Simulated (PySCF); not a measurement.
**PbBr+: from the state search to spectroscopic constants**

The task here is to estimate one member of a computed series from the others.

The runs use PySCF 2.14.0; Pb cc-pVDZ-PP with ECP60, Br cc-pVDZ-PP with ECP10, scalar-relativistic core potentials.

Set-up of the first run:

A driver script around PySCF takes these settings:

```json
{
  "atoms": "Pb, Br",
  "charge": "1",
  "basis": "Pb cc-pVDZ-PP with ECP60, Br cc-pVDZ-PP with ECP10",
  "Hamiltonian": "scalar-relativistic core potentials",
  "basis functions": "46",
  "electrons treated": "46",
  "masses in u": "207.9766, 78.9183",
  "levels": "PBE0, PBE, r²SCAN, PBEsol, revPBE, LDA, HSE06, HF, MP2, SCS-MP2, CCSD, CCSD(T)",
  "grid": "80 radial by 434 angular points",
  "occupations": "held fixed by the projection of orbital angular momentum",
  "dissociation limit": "Pb+ + Br, each in its ground configuration",
  "starting distance in angstrom": "2.610",
  "values of 2S to try": "0, 2"
}
```

Command:

```
OMP_NUM_THREADS=1 python dia.py task.json out
```

Steps of the session up to this table: Input; PBE0 along the bond; Excited determinants; PBE (GGA); r²SCAN; PBEsol (GGA); revPBE; LDA; HSE06; RHF (mean field); Adding correlation.

One table of the session follows, with a row left open; its other results are not shown here.

It belongs to the step «The curves together». Energy (eV) from each level's lowest point:

```
R (Å)    RHF  RHF-MP2  RHF-SCS-MP2  RHF-CCSD  RHF-CCSD(T)
2.161  1.453    1.435        1.472       n/a          n/a
2.262  0.645    0.631        0.657     0.661        0.682
2.362  0.205    0.195        0.210     0.214        0.226
2.438  0.048    0.042        0.050     0.052        0.058
2.513  0.000    0.000        0.000     0.000        0.000
2.588      ?        ?            ?         ?            ?
2.689  0.176    0.189        0.172     0.166        0.149
2.815  0.452    0.475        0.445     0.434        0.404
2.965  0.866    0.899        0.854     0.834        0.786
3.166  1.477    1.513        1.445       n/a          n/a
```

Q: Estimate the row for R (Å) = 2.588 from the others.

Worked estimate for «RHF». A straight line through the neighbours (2.513, 0.000) and (2.689, 0.176) gives 0.000 + (0.176 − 0.000) × (2.588 − 2.513) / (2.689 − 2.513) = 0.075; a parabola fitted to 4 rows on both sides gives 0.043.

As computed: RHF: 0.035; RHF-MP2: 0.041; RHF-SCS-MP2: 0.033; RHF-CCSD: 0.031; RHF-CCSD(T): 0.024. In «RHF» the line misses by +0.040 and the parabola by +0.008.
